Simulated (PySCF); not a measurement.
# CH5AlGeO (SMILES O=[CH][GeH2][AlH2]): levels of theory compared

Wanted: a comparison of 6 runs (HF/def2-SVP, B3LYP/6-31G, B3LYP/6-31G*, CAM-B3LYP/pcseg-1, PBE0/def2-SVP, B2PLYP/6-311G**) of CH5AlGeO. The job is set up through a Python script.

Program for the calculation: PySCF 2.14.0.

## 1. The molecule

CH5AlGeO has 9 atoms, charge 0, and is taken as a singlet. As SMILES, `O=[CH][GeH2][AlH2]`. Geometry: relaxed at PBE0-D4/def2-TZVP. This is one conformer, not always the lowest.

Bond lengths: O1–C2 1.199 Å, C2–Ge3 2.013 Å, Ge3–Al4 2.482 Å, C2–H5 1.116 Å, Ge3–H6 1.538 Å, Ge3–H7 1.545 Å, Al4–H8 1.586 Å, Al4–H9 1.585 Å. Some angles: O1–C2–Ge3 123.2°, C2–Ge3–Al4 109.4°, O1–C2–H5 120.0°, Ge3–C2–H5 116.8°, C2–Ge3–H6 106.9°, C2–Ge3–H7 105.8°, Al4–Ge3–H6 114.6°, Al4–Ge3–H7 111.2°, Ge3–Al4–H8 118.5°, Ge3–Al4–H9 121.0°.

## 2. Energy and gradient at HF/def2-SVP (run 1)

The input, run.py:

```python
# O=[CH][GeH2][AlH2]
import pyscf.grad
from pyscf import gto, scf

mol = gto.Mole()
mol.atom = [
    ('O', (-0.559900, 0.933700, -2.383700)),
    ('C', (0.288100, 0.366900, -1.753500)),
    ('Ge', (0.548000, 0.626500, 0.225200)),
    ('Al', (-0.849600, -1.010200, 1.461300)),
    ('H', (0.962400, -0.366200, -2.257100)),
    ('H', (0.229300, 2.100100, 0.528800)),
    ('H', (2.052000, 0.385500, 0.486200)),
    ('H', (-0.703300, -2.549400, 1.107400)),
    ('H', (-1.878600, -0.533100, 2.568200)),
]
mol.verbose = 4
mol.basis = 'def2-svp'
mol.max_memory = 1860
mol.spin = 0
mol.charge = 0
mol.build()

mf = scf.RHF(mol)
mf.conv_tol = 1e-10
mf.kernel()
if not mf.converged:
    mf = mf.newton().run(mf.mo_coeff, mf.mo_occ)

etot = mf.e_tot
print('E(%s) = %.9f' % ('HF', etot))
grad = mf.Gradients().kernel()
mf.analyze()
```

The run is started by

```sh
OMP_NUM_THREADS=1 python run.py
```

Output:

```text
PySCF version 2.14.0

[... 100 lines left out ...]
MO #8   energy= -11.3313784800069  occ= 2
[... 18 lines left out ...]
MO #27  energy= -0.560435014543859 occ= 2
[... 18 lines left out ...]
MO #46  energy= 0.428627443675413  occ= 0
[... 18 lines left out ...]
MO #65  energy= 0.986218344637902  occ= 0
[... 18 lines left out ...]
MO #84  energy= 2.01705844410151   occ= 0
[... 18 lines left out ...]
MO #103 energy= 4.00803508398754   occ= 0
[... 115 lines left out ...]
Dipole moment(X, Y, Z, Debye):  1.31541, -1.46430,  2.10978
```

It took 12 s on 1 thread of Intel Xeon at 2.70GHz, shared host; peak memory 0.23 GiB.

## 3. Energy and gradient at B3LYP/6-31G (run 2)

The input, input.py:

```python
import pyscf.grad
from pyscf import gto, dft

mol = gto.M(
    atom='''
O     -1.058058     1.764437    -4.504540
C      0.544430     0.693341    -3.313635
Ge     1.035570     1.183913     0.425566
Al    -1.605511    -1.909001     2.761457
H      1.818672    -0.692018    -4.265301
H      0.433314     3.968614     0.999287
H      3.877718     0.728489     0.918785
H     -1.329044    -4.817668     2.092683
H     -3.550039    -1.007413     4.853195
''',
    max_memory=1860,
    verbose=4,
    charge=0,
    unit='bohr',
    basis='6-31g',
)

mf = dft.RKS(mol, xc='b3lyp')
mf.grids.level = 5
mf.conv_tol = 1e-10
mf.kernel()
if not mf.converged:
    mf = mf.newton().run(mf.mo_coeff, mf.mo_occ)

e_tot = mf.e_tot
print(f'total energy: {e_tot:.8f} hartree')
grad = mf.Gradients().kernel()
mf.analyze()
```

The run is started by

```sh
OMP_NUM_THREADS=1 python input.py
```

Output:

```text
PySCF version 2.14.0

[... 106 lines left out ...]
MO #3   energy= -49.7357579616959  occ= 2
[... 12 lines left out ...]
MO #16  energy= -2.7156859220697   occ= 2
[... 12 lines left out ...]
MO #29  energy= -0.350397218213234 occ= 2
[... 12 lines left out ...]
MO #42  energy= 0.133894101683953  occ= 0
[... 12 lines left out ...]
MO #55  energy= 0.924366970540054  occ= 0
[... 12 lines left out ...]
MO #68  energy= 2.92264066559542   occ= 0
[... 80 lines left out ...]
Dipole moment(X, Y, Z, Debye):  1.19976, -1.33649,  1.59223
```

It took 32 s on 1 thread of Intel Xeon at 2.70GHz, shared host; peak memory 0.68 GiB.

## 4. Energy and gradient at B3LYP/6-31G(d) (Cartesian functions) (run 3)

The input, input.py:

```python
# O=[CH][GeH2][AlH2]
from pyscf import gto, dft

mol = gto.Mole()
mol.atom = '''
O       -0.559900       0.933700      -2.383700
C        0.288100       0.366900      -1.753500
Ge       0.548000       0.626500       0.225200
Al      -0.849600      -1.010200       1.461300
H        0.962400      -0.366200      -2.257100
H        0.229300       2.100100       0.528800
H        2.052000       0.385500       0.486200
H       -0.703300      -2.549400       1.107400
H       -1.878600      -0.533100       2.568200
'''
mol.cart = True
mol.basis = '6-31g*'
mol.spin = 0
mol.max_memory = 1860
mol.verbose = 3
mol.build()

mf = dft.RKS(mol, xc='b3lyp')
mf.grids.level = 5
mf.conv_tol = 1e-10
mf.kernel()
if not mf.converged:
    mf = mf.newton().run(mf.mo_coeff, mf.mo_occ)

energy = mf.e_tot
print(f'total energy: {energy:.8f} hartree')
grad = mf.nuc_grad_method().kernel()
mf.analyze()
```

The run is started by

```sh
OMP_NUM_THREADS=1 python input.py
```

Output:

```text
converged SCF energy = -2435.49607717484
[... 23 lines left out ...]
MO #14  energy= -2.71627436288183  occ= 2
[... 15 lines left out ...]
MO #30  energy= -0.31703692558649  occ= 2
[... 15 lines left out ...]
MO #46  energy= 0.196777949385914  occ= 0
[... 15 lines left out ...]
MO #62  energy= 0.80710538334108   occ= 0
[... 15 lines left out ...]
MO #78  energy= 1.83127937522003   occ= 0
[... 15 lines left out ...]
MO #94  energy= 86.6923108382633   occ= 0
[... 10 lines left out ...]
Dipole moment(X, Y, Z, Debye):  1.05255, -1.21297,  1.44544
```

Wall time 56 s (1 thread of Intel Xeon at 2.70GHz, shared host); peak memory 0.93 GiB.

Runs 4 to 5 aren't shown in full; the table further down has their settings and results.

## 5. The energy at B2PLYP/6-311G(d,p) (run 6)

The input, run.py:

```python
from pyscf import gto, dft, mp

mol = gto.Mole()
mol.atom = '''
O     -0.559900     0.933700    -2.383700
C      0.288100     0.366900    -1.753500
Ge     0.548000     0.626500     0.225200
Al    -0.849600    -1.010200     1.461300
H      0.962400    -0.366200    -2.257100
H      0.229300     2.100100     0.528800
H      2.052000     0.385500     0.486200
H     -0.703300    -2.549400     1.107400
H     -1.878600    -0.533100     2.568200
'''
mol.basis = '6-311g**'
mol.max_memory = 1860
mol.verbose = 4
mol.charge = 0
mol.build()

mf = dft.RKS(mol)
mf.xc = '0.53*HF + 0.47*B88, 0.73*LYP'
mf.conv_tol = 1e-10
mf.grids.level = 5
mf.kernel()
if not mf.converged:
    mf = mf.newton().run(mf.mo_coeff, mf.mo_occ)

pt = mp.MP2(mf, frozen=16).run()
e_final = mf.e_tot + 0.27 * pt.e_corr
print('PT2 part  %.8f' % (0.27 * pt.e_corr))
print('E = %.10f Eh' % e_final)
dip = mf.dip_moment()
pop, q = mf.mulliken_pop()
```

The run is started by

```sh
OMP_NUM_THREADS=1 python run.py
```

Output:

```text
PySCF version 2.14.0

[... 85 lines left out ...]
converged SCF energy = -2434.90358122544
[... 10 lines left out ...]
Dipole moment(X, Y, Z, Debye):  1.17516, -1.34326,  1.78889
[... 146 lines left out ...]
charge of    8H =     -0.20446
```

Run time: 41 s. Hardware: 1 thread of Intel Xeon at 2.70GHz, shared host; peak memory 0.85 GiB.

## 6. The series

| run | level | integration grid | Cartesian functions | energy (Eh) | dipole moment (D) | HOMO energy (eV) | LUMO energy (eV) | wall time |
| --- | --- | --- | --- | --- | --- | --- | --- | --- |
| 1 | HF/def2-SVP | – | no | -2432.453157 | 2.89 | -9.88 | 0.42 | 12 s |
| 2 | B3LYP/6-31G | 5 | no | -2435.362687 | 2.40 | -6.42 | -2.52 | 32 s |
| 3 | B3LYP/6-31G* (Cartesian functions) | 5 | yes | -2435.496077 | 2.16 | -6.38 | -2.41 | 56 s |
| 4 | CAM-B3LYP/pcseg-1 | 5 | no | -2435.537410 | 2.53 | -8.08 | -1.42 | 94 s |
| 5 | PBE0/def2-SVP | 5 | no | -2434.788536 | 2.19 | -6.72 | -2.32 | 51 s |
| 6 | B2PLYP/6-311G** | 5 | no | -2435.121002 | 2.53 | -7.91 | -1.32 | 41 s |

## 7. Summary of results

| quantity | value |
| --- | --- |
| run 6: total energy | -2435.12100 Eh |
| run 6: dipole moment (SCF part) | 2.53 D |
| run 6: HOMO energy (SCF part's orbitals) | -7.91 eV |
| run 6: LUMO energy (SCF part's orbitals) | -1.32 eV |
| run 6: HOMO–LUMO gap (SCF part's orbitals) | 6.59 eV |

In words: The dipole moment (its size) runs from 2.16 D (B3LYP/6-31G*) to 2.89 D (HF/def2-SVP). The two ends differ in method and basis. The HOMO–LUMO gap runs from 3.90 eV (B3LYP/6-31G) to 10.30 eV (HF/def2-SVP). Totals of different functionals can't be ranked against each other. All runs together took 4.8 min, the longest 94 s.
